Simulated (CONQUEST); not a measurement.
**MoS2 in CONQUEST: convergence with k mesh**

Slab: MoS2, a slab with vacuum.

```xyz
12
Lattice="3.1841 0.0000 0.0000 0.0000 5.5151 0.0000 0.0000 0.0000 35.4372" Properties=species:S:1:pos:R:3 pbc="T T T"
S     1.5921    0.9192   27.9372
S     3.1841    3.6767   27.9372
Mo    0.0000    0.0000   26.3859
Mo    1.5921    2.7575   26.3859
S     1.5921    0.9192   24.8346
S     3.1841    3.6767   24.8346
S     1.5921    0.9192   10.6027
S     3.1841    3.6767   10.6027
Mo    0.0000    0.0000    9.0513
Mo    1.5921    2.7575    9.0513
S     1.5921    0.9192    7.5000
S     3.1841    3.6767    7.5000
```

- Program: CONQUEST 1.3
- Task: convergence study
- Functional: PBEsol
- Potentials or basis: PseudoDojo NC PBEsol, SZP, grid cutoff 120 Ha
- k mesh: 1 × 1 × 1
- Occupations: fermi-dirac, width 0.05 eV
- Spin: no spin polarisation

These are the settings of the first run; the series varies k mesh, with any setting tied to it.

Hardware: 1 thread of AMD EPYC 7B13 (Zen 3), with other jobs on the host.

Problem. The values tried are 1 × 1 × 1, 2 × 1 × 1, 3 × 2 × 1, 4 × 2 × 1, 5 × 3 × 1, 6 × 4 × 1, 7 × 4 × 1, 8 × 5 × 1, 10 × 6 × 1, 12 × 7 × 1, loosest first. From which on does the largest force stay within 0.005 eV/Å of the tightest run that finished?

Solution. From 5 × 3 × 1 on.

```
    k mesh  energy less the tightest run, at zero smearing (meV/atom)  largest force (eV/Å)  gap on the mesh (eV)  SCF cycles  CPU time (s)  peak memory (GiB)
 1 × 1 × 1                                                    1001.57                 0.188                 1.982          66           200                1.4
 2 × 1 × 1                                                      52.08                 1.269                 1.871          54           170                1.4
 3 × 2 × 1                                                      12.38                 0.591                 1.366          18            84                1.4
 4 × 2 × 1                                                      11.62                 0.629                 1.525          16            79                1.4
 5 × 3 × 1                                                       0.85                 0.589                 1.503          15            79                1.4
 6 × 4 × 1                                                       0.36                 0.587                 1.359          17            89                1.4
 7 × 4 × 1                                                       0.21                 0.586                 1.427          16            88                1.4
 8 × 5 × 1                                                       0.05                 0.585                 1.418          16            89                1.4
10 × 6 × 1                                                       0.00                 0.585                 1.394          16            99                1.4
12 × 7 × 1                                                       0.00                 0.585                 1.359          16           100                1.4
```

Against the tightest run, the energy stays within 1 meV/atom from 5 × 3 × 1 on. Not settled before the last step: the gap on the mesh (to 0.01 eV). Meshes of other sizes hit other points, so gaps and Fermi surfaces needn't settle smoothly. The tightest run that finished is the yardstick and may itself not be fully converged.

Caveat, for the tightest run too: the atomic basis is small; the basis of atomic orbitals isn't converged, which shifts pressures, moduli and gaps.
